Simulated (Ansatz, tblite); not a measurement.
# The cluster Ca3Se3: rung by rung

The task here is to estimate one member of a computed series from the others.

Method: as each input shows; program: Ansatz 0.2.0, Gaussian basis.

The runs, in order: GFN1-xTB, GFN2-xTB, PBE-D4/def2-TZVP, r2SCAN-D4/def2-TZVP, LDA/def2-TZVP, PBE-QIDH/def2-TZVP, B3LYP-D4/def2-TZVP, PBE-D4/def2-SVP, PBE0-D4/def2-SVP, HF/STO-3G, PBE0-D4/def2-TZVPD, PBE-D4/def2-TZVPD, LDA/def2-TZVPD, CCSD(T)/def2-SVP, MP2/def2-TZVP, RPA/def2-TZVP.

2 further runs of the same task are left out: 2 set aside as unsound or not needed.

### The geometry

The geometry is that of the singlet, from an earlier relaxation (PBE0-D4/def2-SVP). At that level it is the lowest of the isomers that a small search found.

6 atoms, charge 0, spin multiplicity 1.

Bond lengths: Ca1–Se4 2.751 Å, Ca1–Se5 2.995 Å, Ca1–Se6 2.751 Å, Ca2–Se5 2.691 Å, Ca2–Se6 2.587 Å, Ca3–Se4 2.587 Å, Ca3–Se5 2.691 Å. Angles: Se4–Ca1–Se5 93.7°, Se4–Ca1–Se6 166.6°, Se5–Ca1–Se6 93.7°, Se5–Ca2–Se6 105.2°, Se4–Ca3–Se5 105.3°, Ca1–Se4–Ca3 83.6°, Ca1–Se5–Ca2 77.4°, Ca1–Se5–Ca3 77.3°, Ca2–Se5–Ca3 150.7°, Ca1–Se6–Ca2 83.7°.

PBE0-D4/def2-TZVP was run before; its log isn't repeated, and its numbers join the tables.

Set-up of the first run:

Tight binding, by tblite at 300 K electronic temperature and without a spin-polarisation term:

```python
tblite.interface.Calculator('GFN1-xTB', numbers, positions, charge=0, uhf=0).singlepoint()
```

Tight binding, by tblite at 300 K electronic temperature and without a spin-polarisation term:

```python
tblite.interface.Calculator('GFN2-xTB', numbers, positions, charge=0, uhf=0).singlepoint()
```

start.molden holds the orbitals of an earlier run on this state, given as this run's starting guess.

Input file in.yaml:

```yaml
crystal:
  periodic: [false, false, false]
  atoms:
    - {symbol: Ca, position_ang: [0.819442, 0.492936, -0.818399]}
    - {symbol: Ca, position_ang: [-0.533861, 1.654863, 2.266232]}
    - {symbol: Ca, position_ang: [-0.911947, -2.615218, -0.691153]}
    - {symbol: Se, position_ang: [0.485167, -1.572999, -2.603188]}
    - {symbol: Se, position_ang: [-0.741143, -0.866080, 1.347140]}
    - {symbol: Se, position_ang: [0.882351, 2.906497, 0.499368]}
basis:
  gaussian: {orbitals: def2-TZVP, initial_orbitals: start.molden}
hamiltonian: {xc: pbe, dispersion: d4}
scf: {omitted_lower_state_checks: [starts]}
output: {orbitals: {seedname: orbitals}}
```

On the command line:

```sh
$ ansatz run in.yaml --threads 2 --pin off --events-out ev --progress --plain --max-ram 32768MiB --backend cpu
```

Among the steps run: PBE-D4/def2-TZVP; r2SCAN-D4/def2-TZVP; LDA/def2-TZVP; PBE-QIDH/def2-TZVP; B3LYP-D4/def2-TZVP; PBE-D4/def2-SVP; PBE0-D4/def2-SVP; HF/STO-3G; PBE0-D4/def2-TZVPD; PBE-D4/def2-TZVPD; LDA/def2-TZVPD; CCSD(T)/def2-SVP; MP2/def2-TZVP; RPA/def2-TZVP.

One table of the session follows, with a row left open; its other results are not shown here.

```
              level  HOMO (eV)  gap (eV)
          HF/STO-3G      -4.55      6.95
      LDA/def2-TZVP      -4.59      2.02
     LDA/def2-TZVPD      -4.60      2.03
    PBE-D4/def2-SVP      -4.24      1.88
   PBE-D4/def2-TZVP          ?         ?
  PBE-D4/def2-TZVPD      -4.41      1.96
r2SCAN-D4/def2-TZVP      -4.54      2.59
 B3LYP-D4/def2-TZVP      -5.08      2.89
   PBE0-D4/def2-SVP      -5.15      3.32
  PBE0-D4/def2-TZVP      -5.28      3.36
 PBE0-D4/def2-TZVPD      -5.29      3.37
```

Q: Estimate the row for PBE-D4/def2-TZVP from the others.

As computed: HOMO (eV): -4.40; gap (eV): 1.96. In the column «HOMO (eV)» it lies between PBE-D4/def2-TZVPD (-4.41) and PBE-D4/def2-SVP (-4.24).
